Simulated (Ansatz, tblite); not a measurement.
**The cluster In₂₀: one state, many levels**

Aim: run the singlet of the cluster In₂₀ at one geometry on many levels, and compare frontier levels, spin and run time.

Program: Ansatz 0.2.0, Gaussian basis. Level of theory: as each input shows. These are calculated values, not measurements.

Plan: GFN1-xTB, PBE-D4/def2-TZVP, r2SCAN-D4/def2-TZVP, B3LYP-D4/def2-TZVP, PBE-D4/def2-SVP, PBE0-D4/def2-SVP, MP2/def2-SVP.

4 further runs of the same task are left out: 2 for a known fault of the program, 2 set aside as unsound or not needed.

## Step 1: The geometry

The singlet was relaxed beforehand with PBE-D4/def2-SVP.

20 atoms, charge 0, spin multiplicity 1.

Bond lengths: In1–In2 3.001 Å, In1–In5 3.157 Å, In2–In3 3.098 Å, In2–In6 2.992 Å, In2–In11 3.252 Å, In3–In4 3.182 Å, In3–In6 3.146 Å, In3–In12 3.207 Å, In4–In7 3.388 Å, In4–In13 3.008 Å, In5–In6 3.266 Å, In5–In8 3.086 Å, In5–In14 3.105 Å, In6–In7 3.167 Å, In6–In9 3.141 Å, In6–In12 3.044 Å, In6–In14 3.045 Å, In7–In9 3.173 Å and more. Angles: In2–In1–In5 69.9°, In1–In2–In3 156.2°, In1–In2–In6 112.8°, In1–In2–In11 66.5°, In3–In2–In6 62.2°, In3–In2–In11 90.3°, In6–In2–In11 73.8°, In2–In3–In4 149.6°, In2–In3–In6 57.3°, In2–In3–In12 87.2°, In4–In3–In6 102.1°, In4–In3–In12 99.9°, In6–In3–In12 57.3°, In3–In4–In7 75.9°, In3–In4–In13 69.9°, In7–In4–In13 61.4°, In1–In5–In6 102.0°, In1–In5–In8 154.3° and more.

In takes a core potential in the def2 sets. No spin-orbit coupling is included.

PBE0-D4/def2-TZVP was run before; its log isn't repeated, and its numbers join the tables.

## Step 2: GFN1-xTB

Tight binding, by tblite at 300 K electronic temperature and without a spin-polarisation term:

```python
tblite.interface.Calculator('GFN1-xTB', numbers, positions, charge=0, uhf=0).singlepoint()
```

Energy -842.3753 eV, HOMO -7.20 eV, LUMO -6.77 eV; 0.18 s.

## Step 3: PBE-D4/def2-TZVP

start.molden holds the orbitals of an earlier run on this state, given as this run's starting guess.

Contents of in.yaml:

```yaml
crystal:
  periodic: [false, false, false]
  atoms:
    - {symbol: In, position_ang: [-2.937263, -3.620011, -3.245399]}
    - {symbol: In, position_ang: [-0.939502, -1.482188, -3.913897]}
    - {symbol: In, position_ang: [0.329209, 1.342074, -3.819274]}
    - {symbol: In, position_ang: [2.913917, 3.184018, -3.592530]}
    - {symbol: In, position_ang: [-0.456573, -3.806493, -1.301673]}
    - {symbol: In, position_ang: [0.887334, -0.847531, -1.630933]}
    - {symbol: In, position_ang: [2.903891, 1.412608, -0.704770]}
    - {symbol: In, position_ang: [0.904634, -3.934542, 1.465125]}
    - {symbol: In, position_ang: [2.893947, -1.425402, 0.714962]}
    - {symbol: In, position_ang: [2.911885, -3.214409, 3.587487]}
    - {symbol: In, position_ang: [-2.858994, -0.725048, -1.400082]}
    - {symbol: In, position_ang: [-0.776625, 1.567887, -0.817929]}
    - {symbol: In, position_ang: [0.926023, 3.921896, -1.459272]}
    - {symbol: In, position_ang: [-0.768840, -1.562428, 0.822083]}
    - {symbol: In, position_ang: [0.889444, 0.854885, 1.629597]}
    - {symbol: In, position_ang: [0.353117, -1.336857, 3.823668]}
    - {symbol: In, position_ang: [-2.859220, 0.719988, 1.402074]}
    - {symbol: In, position_ang: [-0.448246, 3.815126, 1.309196]}
    - {symbol: In, position_ang: [-0.940208, 1.477542, 3.911023]}
    - {symbol: In, position_ang: [-2.944730, 3.608185, 3.243844]}
basis:
  gaussian: {orbitals: def2-TZVP, fitting: {mean_field: def2-universal-jkfit}, initial_orbitals: start.molden}
hamiltonian: {xc: pbe, dispersion: d4}
scf: {omitted_lower_state_checks: [starts]}
output: {forces: true, orbitals: {seedname: orbitals}}
```

Started as:

```console
ansatz run in.yaml --threads 4 --pin off --events-out ev --progress --plain --max-ram 66560MiB --backend cuda --devices 0, --max-vram 37GiB
```

Further steps of the session: r2SCAN-D4/def2-TZVP; B3LYP-D4/def2-TZVP; PBE-D4/def2-SVP; PBE0-D4/def2-SVP; MP2/def2-SVP.

**Question.** What will the summary of the whole plan be? Wanted: gap in def2-TZVP, named functionals, smallest and largest; correlation energy, MP2/def2-SVP; binding an atom, functionals in def2-TZVP; PBE0 total energy, smallest basis above largest.

As calculated:

| quantity | value |
| --- | --- |
| gap in def2-TZVP, named functionals, smallest and largest | 0.40 eV (PBE-D4), 1.24 eV (PBE0-D4) |
| correlation energy, MP2/def2-SVP | -56.05 eV |
| binding an atom, functionals in def2-TZVP | 1.70 (B3LYP-D4) to 1.97 eV (PBE-D4) |
| PBE0 total energy, smallest basis above largest | 2.73 eV (def2-SVP, def2-TZVP) |

In words: Over the named functionals in def2-TZVP the gap runs from 0.40 eV (PBE-D4) to 1.24 eV (PBE0-D4); exact exchange widens it.
